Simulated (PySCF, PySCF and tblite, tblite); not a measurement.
**neo-PeOMe (C₆H₁₄O): conformers and averaged spectra**

Which conformers does neo-PeOMe (C₆H₁₄O) (`COCC(C)(C)C`) populate, and what do their averaged NMR parameters look like?

Programs: PySCF 2.14.0 with density-fitted response routines of our own, and tblite 0.8.0. All values are computed, except where a source is named. Atoms count from 0 throughout.

## 1. The molecule as given

21 atoms, charge 0, multiplicity 1; geometry from: MMFF94s geometry.

Bonds of the start (Å): C0–H7 1.10, C0–H8 1.09, C0–H9 1.09, C0–O1 1.43, C2–C3 1.55, C2–H10 1.10, C2–H11 1.09, C3–C4 1.55, C3–C5 1.54, C3–C6 1.53, C4–H12 1.10, C4–H13 1.10, C4–H14 1.08, C5–H15 1.10, C5–H16 1.09, C5–H17 1.09, C6–H18 1.09, C6–H19 1.10, C6–H20 1.10, O1–C2 1.42.

## 2. GFN2-xTB relaxation, conformer 1

Job settings and geometry (Å):

```
{"job": {"xc": "GFN2-xTB", "basis": "xTB", "kind": "relax"}, "charge": 0, "multiplicity": 1}
C      2.896900     0.514100     0.053200
O      1.478400     0.677800     0.188100
C      0.787100    -0.512600    -0.177600
C     -0.744700    -0.299200    -0.022000
C     -1.081800     0.010400     1.460500
C     -1.473500    -1.597300    -0.432200
C     -1.227100     0.856800    -0.903200
H      3.377500     1.454300     0.361700
H      3.256900    -0.293400     0.698400
H      3.142200     0.312000    -0.985200
H      1.010300    -0.748100    -1.227800
H      1.114000    -1.347100     0.446400
H     -2.167200     0.119500     1.605400
H     -0.608300     0.946100     1.777800
H     -0.737800    -0.777500     2.121100
H     -1.156200    -2.443300     0.201400
H     -1.256500    -1.846000    -1.471500
H     -2.555700    -1.498900    -0.324700
H     -0.989800     0.673700    -1.947200
H     -0.757000     1.804200    -0.605200
H     -2.316600     0.989400    -0.817700
```

On the command line:

```
$ OMP_NUM_THREADS=1 python ens_run.py task.json out
```

The driver reads the study from task.json and runs its stages one after another.

Standard output:

```text
step      E/eV     max force
  0    -654.43961    1.007
  1    -654.48103    0.263
  2    -654.48983    0.242
  3    -654.49779    0.248
  4    -654.50353    0.197
  5    -654.50757    0.118
  6    -654.51000    0.112
  7    -654.51149    0.085
  8    -654.51237    0.070
  9    -654.51291    0.047
 10    -654.51332    0.056
 11    -654.51373    0.067
 12    -654.51423    0.062
 13    -654.51476    0.044
 14    -654.51524    0.047
 15    -654.51563    0.044
 16    -654.51592    0.044
 17    -654.51616    0.034
 18    -654.51616    0.034
 19    -654.51628    0.027
 20    -654.51655    0.022
 21    -654.51664    0.025
 22    -654.51690    0.028
 23    -654.51704    0.027
 24    -654.51716    0.026
 25    -654.51727    0.023
 26    -654.51741    0.026
 27    -654.51755    0.029
 28    -654.51771    0.029
 29    -654.51789    0.040
 30    -654.51813    0.040
 31    -654.51838    0.050
 32    -654.51860    0.053
 33    -654.51879    0.046
 34    -654.51900    0.038
 35    -654.51927    0.042
 36    -654.51952    0.034
 37    -654.51967    0.020
 38    -654.51972    0.012
 39    -654.51973    0.010
 40    -654.51974    0.006
 41    -654.51975    0.005
 42    -654.51975    0.005
 43    -654.51976    0.009
 44    -654.51977    0.010
 45    -654.51978    0.009
 46    -654.51979    0.006
 47    -654.51979    0.007
 48    -654.51980    0.008
 49    -654.51981    0.006
 50    -654.51981    0.004
```

Run time: 0.32 s. Hardware: 1 thread of Intel Xeon Platinum 8375C at 2.90GHz, shared host.

Gain 0.080 eV; displacement 0.06 Å root mean square.

## 3. Shieldings, conformer 1: B3LYP/pcSseg-1 in benzene

Job settings and geometry (Å):

```
{"job": {"xc": "B3LYP", "basis": "pcSseg-1", "solvent": "benzene", "kind": "nmr", "pop": true}, "charge": 0, "multiplicity": 1}
C      2.838853     0.540959     0.066770
O      1.449847     0.658243     0.196088
C      0.762282    -0.513447    -0.180318
C     -0.751304    -0.311608    -0.013237
C     -1.057477     0.007225     1.450762
C     -1.470708    -1.596545    -0.427533
C     -1.204760     0.848101    -0.900987
H      3.265352     1.492144     0.379995
H      3.234085    -0.262758     0.702392
H      3.128759     0.335686    -0.972494
H      0.993079    -0.760126    -1.229734
H      1.097808    -1.358523     0.442995
H     -2.121172     0.188663     1.585498
H     -0.507295     0.892525     1.756254
H     -0.764335    -0.821395     2.091888
H     -1.155009    -2.433121     0.192168
H     -1.258463    -1.840234    -1.466310
H     -2.545337    -1.474042    -0.316817
H     -1.017897     0.622996    -1.948797
H     -0.656538     1.747985    -0.637478
H     -2.268689     1.031924    -0.771575
```

Standard output:

```text
coarse grid: 16288 points
cycle   1  E = -312.0820370133  dE =  5.334e-01  |g| = 7.019e-01  |ddm| = 3.729e+00
cycle   2  E = -311.9769092832  dE =  1.051e-01  |g| = 1.017e+00  |ddm| = 1.612e+00
cycle   3  E = -312.1864177424  dE = -2.095e-01  |g| = 1.191e-01  |ddm| = 1.088e+00
cycle   4  E = -312.1888065759  dE = -2.389e-03  |g| = 3.841e-02  |ddm| = 1.050e-01
cycle   5  E = -312.1891275385  dE = -3.210e-04  |g| = 6.520e-03  |ddm| = 3.499e-02
cycle   6  E = -312.1891351420  dE = -7.604e-06  |g| = 2.976e-03  |ddm| = 8.054e-03
final grid: 153664 points
cycle   7  E = -312.2592523463  dE = -5.325e-05  |g| = 1.039e-02  |ddm| = 3.803e-02
cycle   8  E = -312.2592310880  dE =  2.126e-05  |g| = 1.421e-02  |ddm| = 2.102e-02
cycle   9  E = -312.2592778881  dE = -4.680e-05  |g| = 1.175e-03  |ddm| = 1.252e-02
cycle  10  E = -312.2592781447  dE = -2.566e-07  |g| = 2.487e-04  |ddm| = 1.220e-03
cycle  11  E = -312.2592781553  dE = -1.058e-08  |g| = 9.047e-05  |ddm| = 2.895e-04
cycle  12  E = -312.2592781570  dE = -1.679e-09  |g| = 1.897e-05  |ddm| = 7.142e-05
cycle  13  E = -312.2592781570  dE = -7.446e-11  |g| = 2.005e-06  |ddm| = 1.419e-05
converged SCF energy = -312.2592781570

GIAO shielding tensors (ppm)
atom      isotropic    diamagn.    paramagn.     s11        s22        s33       span
  0 C      119.428     241.585    -122.157     87.184     91.423    179.676     92.492
  1 O      303.916     400.745     -96.829    284.433    293.448    333.867     49.435
  2 C       92.624     247.827    -155.203     61.945     81.397    134.529     72.585
  3 C      145.245     243.835     -98.590    140.544    143.928    151.264     10.720
  4 C      153.651     247.652     -94.001    132.849    145.479    182.625     49.776
  5 C      152.641     246.872     -94.230    133.941    139.001    184.982     51.041
  6 C      153.657     247.749     -94.093    132.847    145.479    182.644     49.796
  7 H       27.777      28.376      -0.599     23.645     25.171     34.515     10.870
  8 H       28.370      28.694      -0.323     24.470     25.924     34.717     10.246
  9 H       28.371      28.768      -0.397     24.471     25.924     34.716     10.245
 10 H       28.699      33.885      -5.186     25.358     29.551     31.187      5.829
 11 H       28.699      33.860      -5.161     25.357     29.553     31.188      5.831
 12 H       31.123      31.694      -0.571     27.545     28.977     36.847      9.302
 13 H       30.198      32.216      -2.018     25.648     29.757     35.190      9.542
 14 H       31.164      32.001      -0.837     27.853     28.253     37.385      9.531
 15 H       31.021      31.171      -0.150     27.291     28.589     37.183      9.892
 16 H       31.021      31.200      -0.179     27.291     28.590     37.183      9.892
 17 H       30.830      30.771       0.059     27.473     28.394     36.623      9.150
 18 H       31.164      32.117      -0.953     27.854     28.254     37.384      9.530
 19 H       30.198      32.298      -2.100     25.646     29.759     35.188      9.542
 20 H       31.123      31.787      -0.664     27.544     28.978     36.848      9.304
```

It took 30 s on 1 thread of Intel Xeon Platinum 8375C at 2.90GHz, shared host; peak memory 1 GiB.

In short: HOMO -7.05 eV, LUMO 1.16 eV; dipole 1.33 D.

## 4. Couplings, conformer 1: B3LYP/6-31G*+pcJ-1

The job, as its differences from that of step 3:

```diff
@@ -1,2 +1,2 @@
-{"job": {"xc": "B3LYP", "basis": "pcSseg-1", "solvent": "benzene", "kind": "nmr", "pop": true}, "charge": 0, "multiplicity": 1}
+{"job": {"xc": "B3LYP", "basis": {"default": "6-31G*", "H": "pcJ-1"}, "nuclei": ["H", "F", "P", "Si", "B"], "kind": "j"}, "charge": 0, "multiplicity": 1}
 C      2.838853     0.540959     0.066770
```

Standard output:

```text
coarse grid: 16288 points
cycle   1  E = -312.2478532058  dE =  5.364e-01  |g| = 6.977e-01  |ddm| = 3.507e+00
cycle   2  E = -312.1298636969  dE =  1.180e-01  |g| = 1.030e+00  |ddm| = 1.695e+00
cycle   3  E = -312.3580464372  dE = -2.282e-01  |g| = 1.191e-01  |ddm| = 1.120e+00
cycle   4  E = -312.3606441956  dE = -2.598e-03  |g| = 3.925e-02  |ddm| = 1.180e-01
cycle   5  E = -312.3609940976  dE = -3.499e-04  |g| = 7.072e-03  |ddm| = 3.802e-02
cycle   6  E = -312.3610041939  dE = -1.010e-05  |g| = 2.868e-03  |ddm| = 9.104e-03
cycle   7  E = -312.3610061082  dE = -1.914e-06  |g| = 2.525e-04  |ddm| = 2.604e-03
final grid: 153664 points
cycle   8  E = -312.3063249021  dE = -5.935e-05  |g| = 8.582e-03  |ddm| = 3.176e-02
cycle   9  E = -312.3063160402  dE =  8.862e-06  |g| = 1.039e-02  |ddm| = 1.642e-02
cycle  10  E = -312.3063439573  dE = -2.792e-05  |g| = 8.456e-04  |ddm| = 9.603e-03
cycle  11  E = -312.3063440927  dE = -1.354e-07  |g| = 2.828e-04  |ddm| = 1.021e-03
cycle  12  E = -312.3063441079  dE = -1.521e-08  |g| = 7.154e-05  |ddm| = 2.799e-04
cycle  13  E = -312.3063441089  dE = -9.879e-10  |g| = 2.223e-05  |ddm| = 7.620e-05
converged SCF energy = -312.3063441089

Indirect spin-spin couplings (Hz)
  i      j    bonds     total        FC       PSO       DSO        SD
  7 H    8 H    2    -11.739   -11.115     1.968    -2.593         -
  7 H    9 H    2    -11.727   -11.102     1.969    -2.594         -
  7 H   10 H    4     -1.012    -0.412     1.176    -1.777         -
  7 H   11 H    4     -1.014    -0.413     1.177    -1.778         -
  7 H   12 H    6     -0.220     0.069     0.668    -0.957         -
  7 H   14 H    6     -0.228     0.000     0.491    -0.719         -
  7 H   15 H    6     -0.253     0.023     0.651    -0.927         -
  7 H   16 H    6     -0.253     0.023     0.651    -0.927         -
  7 H   18 H    6     -0.228     0.000     0.491    -0.719         -
  7 H   20 H    6     -0.220     0.069     0.668    -0.956         -
  8 H    9 H    2     -8.962    -8.434     1.852    -2.381         -
  8 H   10 H    4      0.550     0.727     0.402    -0.579         -
  8 H   11 H    4      0.632     0.129    -1.174     1.676         -
  8 H   12 H    6     -0.296     0.001     0.693    -0.991         -
  8 H   16 H    6     -0.157     0.001     0.401    -0.559         -
  8 H   17 H    6     -0.293    -0.030     0.656    -0.920         -
  8 H   18 H    6     -0.301    -0.010     0.680    -0.971         -
  8 H   19 H    6     -0.254     0.058     0.712    -1.024         -
  8 H   20 H    6     -0.207     0.145     0.839    -1.191         -
  9 H   10 H    4      0.632     0.128    -1.175     1.679         -
  9 H   11 H    4      0.550     0.728     0.401    -0.578         -
  9 H   12 H    6     -0.207     0.146     0.839    -1.191         -
  9 H   13 H    6     -0.254     0.058     0.712    -1.024         -
  9 H   14 H    6     -0.301    -0.010     0.680    -0.971         -
  9 H   15 H    6     -0.157     0.001     0.401    -0.559         -
  9 H   17 H    6     -0.293    -0.029     0.656    -0.920         -
  9 H   20 H    6     -0.296     0.001     0.693    -0.991         -
 10 H   11 H    2     -8.695    -8.505     1.249    -1.439         -
 10 H   12 H    4      1.875     2.403     1.293    -1.821         -
 10 H   13 H    4     -0.917    -0.374     1.132    -1.674         -
 10 H   14 H    4     -0.346     0.106     1.010    -1.462         -
 10 H   15 H    4     -0.267    -0.212     0.199    -0.255         -
 10 H   16 H    4      0.389    -0.150    -1.196     1.735         -
 10 H   17 H    4     -0.610    -0.199     0.990    -1.400         -
 10 H   18 H    4      0.363    -0.150    -1.162     1.675         -
 10 H   19 H    4     -0.325    -0.217     0.213    -0.321         -
 10 H   20 H    4     -0.383     0.041     1.025    -1.448         -
 11 H   12 H    4     -0.384     0.039     1.024    -1.447         -
 11 H   13 H    4     -0.325    -0.217     0.214    -0.323         -
 11 H   14 H    4      0.363    -0.151    -1.161     1.675         -
 11 H   15 H    4      0.385    -0.153    -1.196     1.735         -
 11 H   16 H    4     -0.267    -0.212     0.197    -0.253         -
 11 H   17 H    4     -0.610    -0.199     0.990    -1.401         -
 11 H   18 H    4     -0.346     0.106     1.010    -1.461         -
 11 H   19 H    4     -0.916    -0.373     1.132    -1.675         -
 11 H   20 H    4      1.877     2.405     1.293    -1.821         -
 12 H   13 H    2    -13.366   -12.962     1.895    -2.300         -
 12 H   14 H    2    -13.302   -12.898     1.924    -2.329         -
 12 H   15 H    4     -0.392    -0.224     0.365    -0.533         -
 12 H   16 H    4     -0.477    -0.010     1.071    -1.539         -
 12 H   17 H    4      0.248    -0.152    -0.961     1.361         -
 12 H   18 H    4     -0.235     0.215     1.052    -1.503         -
 12 H   19 H    4     -0.347    -0.224     0.279    -0.402         -
 12 H   20 H    4      0.359    -0.095    -1.062     1.516         -
 13 H   14 H    2    -13.708   -13.335     1.824    -2.197         -
 13 H   15 H    4     -0.352     0.093     1.026    -1.470         -
 13 H   16 H    4      3.289     3.817     1.321    -1.849         -
 13 H   17 H    4     -0.364     0.094     1.065    -1.523         -
 13 H   18 H    4     -0.399     0.065     1.066    -1.529         -
 13 H   19 H    4      0.348    -0.120    -1.140     1.608         -
 13 H   20 H    4     -0.345    -0.223     0.278    -0.400         -
 14 H   15 H    4      0.323    -0.122    -1.065     1.509         -
 14 H   16 H    4     -0.248     0.210     1.058    -1.516         -
 14 H   17 H    4     -0.335    -0.206     0.280    -0.409         -
 14 H   18 H    4      3.457     3.990     1.331    -1.864         -
 14 H   19 H    4     -0.400     0.064     1.065    -1.529         -
 14 H   20 H    4     -0.234     0.217     1.052    -1.503         -
 15 H   16 H    2    -13.117   -12.699     1.945    -2.363         -
 15 H   17 H    2    -13.894   -13.464     1.955    -2.385         -
 15 H   18 H    4     -0.248     0.210     1.058    -1.516         -
 15 H   19 H    4      3.289     3.816     1.321    -1.849         -
 15 H   20 H    4     -0.477    -0.010     1.071    -1.538         -
 16 H   17 H    2    -13.902   -13.473     1.955    -2.384         -
 16 H   18 H    4      0.322    -0.123    -1.065     1.510         -
 16 H   19 H    4     -0.354     0.090     1.025    -1.470         -
 16 H   20 H    4     -0.393    -0.224     0.366    -0.535         -
 17 H   18 H    4     -0.335    -0.206     0.279    -0.407         -
 17 H   19 H    4     -0.363     0.096     1.065    -1.524         -
 17 H   20 H    4      0.250    -0.150    -0.961     1.361         -
 18 H   19 H    2    -13.716   -13.344     1.824    -2.197         -
 18 H   20 H    2    -13.303   -12.898     1.924    -2.329         -
 19 H   20 H    2    -13.356   -12.951     1.896    -2.301         -
```

Wall time 46 s (1 thread of Intel Xeon Platinum 8375C at 2.90GHz, shared host); peak memory 1.1 GiB.

Key values: HOMO -6.93 eV, LUMO 1.24 eV; dipole 1.06 D.

## 5. Boltzmann average: properties at B3LYP/pcSseg-1 in benzene

Job settings and geometry (Å):

```
{"job": {"study": "conf", "smiles": "COCC(C)(C)C", "search": {"seed": 6750, "n_embed": 90, "ff_keep": 18, "window": 3.0, "nmax": 8, "temps": [250, 273.15, 298.15, 323.15, 373.15], "t_ref": 298.15, "order": 0.002}, "level": {"nmr": {"xc": "B3LYP", "basis": "pcSseg-1", "solvent": "benzene"}, "j": {"xc": "B3LYP", "basis": {"default": "6-31G*", "H": "pcJ-1"}, "nuclei": ["H", "F", "P", "Si", "B"]}}, "kind": "conf"}, "charge": 0, "multiplicity": 1}
C      2.838853     0.540959     0.066770
O      1.449847     0.658243     0.196088
C      0.762282    -0.513447    -0.180318
C     -0.751304    -0.311608    -0.013237
C     -1.057477     0.007225     1.450762
C     -1.470708    -1.596545    -0.427533
C     -1.204760     0.848101    -0.900987
H      3.265352     1.492144     0.379995
H      3.234085    -0.262758     0.702392
H      3.128759     0.335686    -0.972494
H      0.993079    -0.760126    -1.229734
H      1.097808    -1.358523     0.442995
H     -2.121172     0.188663     1.585498
H     -0.507295     0.892525     1.756254
H     -0.764335    -0.821395     2.091888
H     -1.155009    -2.433121     0.192168
H     -1.258463    -1.840234    -1.466310
H     -2.545337    -1.474042    -0.316817
H     -1.017897     0.622996    -1.948797
H     -0.656538     1.747985    -0.637478
H     -2.268689     1.031924    -0.771575
```

Standard output:

```text
conformer  sym    E(xTB)   E(DFT)   G(298.15 K)  weight  dipole/D
    1     Cs      0.000    0.000    0.000   1.0000    1.330

mean shielding (ppm) by class
class atoms           250 K   273.15 K   298.15 K   323.15 K   373.15 K
  0 C  0            119.428    119.428    119.428    119.428    119.428
  1 O  1            303.916    303.916    303.916    303.916    303.916
  2 C  2             92.624     92.624     92.624     92.624     92.624
  3 C  3            145.245    145.245    145.245    145.245    145.245
  4 C  4,5,6        153.316    153.316    153.316    153.316    153.316
  5 H  7,8,9         28.173     28.173     28.173     28.173     28.173
  6 H  10,11         28.699     28.699     28.699     28.699     28.699
  7 H  12,13,14      30.871     30.871     30.871     30.871     30.871
```

Run time: 78 s. Hardware: 1 thread of Intel Xeon Platinum 8375C at 2.90GHz, shared host. This counts the runs that the step sums up.

The search (ETKDG, MMFF94s, GFN2-xTB) embedded 90 structures, kept 1 distinct ones after the force field and 1 after xTB; 1 was carried on (window 3.0 kcal/mol at the search's own energies). Energies: B3LYP/pcSseg-1 in benzene with D3(BJ).

The conformers at 298 K:

```csv
no.,group,mirror pair,ΔE xTB,ΔE DFT,ΔG,weight (%),μ (D),C0–O1–C2–C3 (°),O1–C2–C3–C4 (°),"A, B, C (GHz)"
1,Cs,no,0.00,0.00,0.00,100.0,1.33,-180,-60,"4.26, 1.54, 1.53"
```

Energies in kcal/mol. ΔG holds xTB vibrations and rotation, symmetry numbers and mirror pairs.

Shifts against references run at the same level ($^{13}$C TMS 182.3, $^{1}$H TMS 31.82 ppm of shielding), by class of atoms, at 298 K:

```csv
atoms,environment,average
C2,sp3 CH2 bonded to O,89.7
C0,methyl carbon bonded to O,62.9
C3,quaternary sp3 carbon,37.1
"C4, C5, C6",methyl carbon,29.0
"H7, H8, H9",hydrogen on a methyl carbon bonded to O,3.65
"H10, H11",hydrogen on an sp3 CH2 bonded to O,3.12
"H12, H13, H14 and 6 more",hydrogen on a methyl carbon,0.95
O1,ether oxygen,303.9 (σ)
```

Couplings (Hz, B3LYP/6-31G*+pcJ-1; one pair named for each class), from conformers that hold 100 % of the weight:

```csv
pair,bonds,average
H12–H13,2,-13.5
H7–H8,2,-10.8
H10–H11,2,-8.7
```

Effective distances for nuclear Overhauser effects, ⟨r⁻⁶⟩^(−1/6) over all pairs of two classes (Å): H7···H10 2.75; H10···H12 3.03.

## 6. Outcome

| quantity | value |
| --- | --- |
| conformers | 1; the first in weight is no. 1 (Cs), 100 % at 298 K |
| root-mean-square dipole | 1.33 D |
| averaged $^{13}$C shifts (B3LYP/pcSseg-1 in benzene) | 89.7, 62.9, 37.1, 29.0 ppm |
| averaged $^{1}$H shifts (B3LYP/pcSseg-1 in benzene) | 3.65, 3.12, 0.95 ppm |

The search found one conformer in the window, so the averages are its own values.
